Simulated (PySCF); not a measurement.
# C2H6AlN: the cost of one run

Programs: PySCF 2.14.0, with density-fitted response routines of our own. Each step states its level of theory. These are calculated values for one molecule in the gas phase, unless marked as measured. Atoms count from 0, in the outputs and in this text.

## 1. Starting geometry

10 atoms, charge 0, multiplicity 1; geometry from: PBE0-D3(BJ)/def2-SVP.

Bonds of the start (Å): C0–C1 1.22, C1–Al2 1.95, Al2–N3 2.06, C0–H4 1.08, Al2–H5 1.60, Al2–H6 1.60, N3–H7 1.02, N3–H8 1.02, N3–H9 1.02.

## 2. Nuclear shieldings: PBE0/6-31G*

Job settings and geometry (Å):

```
{"job": {"kind": "nmr", "xc": "PBE0", "basis": "6-31G*", "pop": true}, "charge": 0, "multiplicity": 1}
C      2.546658    -0.546595     0.094145
C      1.511627     0.101398     0.161522
Al    -0.177549     1.072896     0.246188
N     -1.370889    -0.530947    -0.255692
H      3.463060    -1.108547     0.040191
H     -0.731892     1.418030     1.706508
H     -0.485248     2.067850    -0.968404
H     -2.367389    -0.312452    -0.295808
H     -1.094249    -0.895809    -1.169267
H     -1.243531    -1.286573     0.419572
```

Method: GIAO PBE0/6-31G* NMR shielding, non-relativistic, gas phase.

The run is started by

```sh
$ OMP_NUM_THREADS=1 python probes_run.py task.json out
```

One launch serves the whole session: the jobs run in the order shown.

Q: Estimate the wall time and peak memory of this first job on 1 thread of AMD EPYC 7R43, shared host.

About 9.9 s, with a peak of 0.41 GiB.
